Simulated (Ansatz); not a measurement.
HfN, space group P6_3/mmc: cell relaxations under several functionals, run with the Python package of Ansatz (0.2.0).

Script `run_lattice.py`:
```python
# -*- coding: utf-8 -*-
import ansatz as az
import numpy as np

MESH = (9, 9, 5)
SIGMA = 0.15
ECUT = 450
FORCE_TOL = 0.05

def edges_and_angles(cell):
    cell = np.asarray(cell)
    a, b, c = np.linalg.norm(cell, axis=1)
    cosines = cell[1] @ cell[2] / (b * c), cell[0] @ cell[2] / (a * c), cell[0] @ cell[1] / (a * b)
    return (a, b, c, *np.degrees(np.arccos(cosines)))

crystal = (
    az.Lattice.from_parameters(3.133908, 3.133908, 5.416768, alpha=90.0, beta=90.0, gamma=120.0)
    .atom("Hf", [2 / 3, 1 / 3, 0.75])
    .atom("Hf", [1 / 3, 2 / 3, 0.25])
    .atom("N", [0.0, 0.0, 0.0])
    .atom("N", [0.0, 0.0, 0.5])
)

calc = crystal.calculation()
calc = calc.kpoints(*MESH, center="gamma").occupations(az.OccupationsMethod.FERMI_DIRAC, width=SIGMA)
calc = calc.basis(ECUT)
calc = calc.relax(cell=True, force_tolerance=FORCE_TOL)

levels = [("blyp", "d3bj"), ("lda", "none"), ("pbesol", "d3bj")]
print("level            a       b       c    alpha   beta  gamma  V/atom  steps")
for name, dispersion in levels:
    seen = []
    run = calc.functional(name, dispersion=dispersion).session().plan()
    res = run.execute(on_event=lambda e: seen.append(e) if e["event"] == "relax_step" else None)
    cell = res.lattice.cell_ang
    label = name if dispersion == "none" else f"{name}+{dispersion}"
    print("{:13s} {:7.4f} {:7.4f} {:7.4f} {:6.2f} {:6.2f} {:6.2f}".format(label, *edges_and_angles(cell)), f"{abs(np.linalg.det(cell)) / len(res.lattice.sites):7.3f} {len(seen):5d}")
```

Rank the levels of theory by the volume of the relaxed cell.

From smallest to largest: LDA (11.16 Å³ an atom, -3.1 % against the start), PBEsol+D3BJ (11.20 Å³ an atom, -2.8 % against the start) and BLYP+D3BJ (11.58 Å³ an atom, +0.5 % against the start). The spread is 3.8 % in volume.

The output:

```console
$ python run_lattice.py
level            a       b       c    alpha   beta  gamma  V/atom  steps
blyp+d3bj      3.1330  3.1330  5.4481  90.00  90.00 120.00  11.578     5
lda            3.1005  3.1005  5.3599  90.00  90.00 120.00  11.156     8
pbesol+d3bj    3.1046  3.1046  5.3652  90.00  90.00 120.00  11.196     6
```

Reading the output:
- No spin polarisation was allowed.
- Forces vanish by symmetry, so the ions can't move, and the end may be a saddle.
- BLYP and dispersion corrections can be off by several per cent in the lattices of metals, and by several GPa in the pressure at a fixed cell.
- The mesh is modest for a metal, so energies can be off by several to tens of meV an atom and pressures by half a GPa or more; differences at equal mesh fare better.
- Spin-orbit coupling, which matters for elements this heavy, is left out.
- This cell is a computed structure, which may not be the phase found in nature.
- Wall time of the script: 61 s on 1 thread of Arm Neoverse V2 (shared host), peak memory 0.47 GiB.
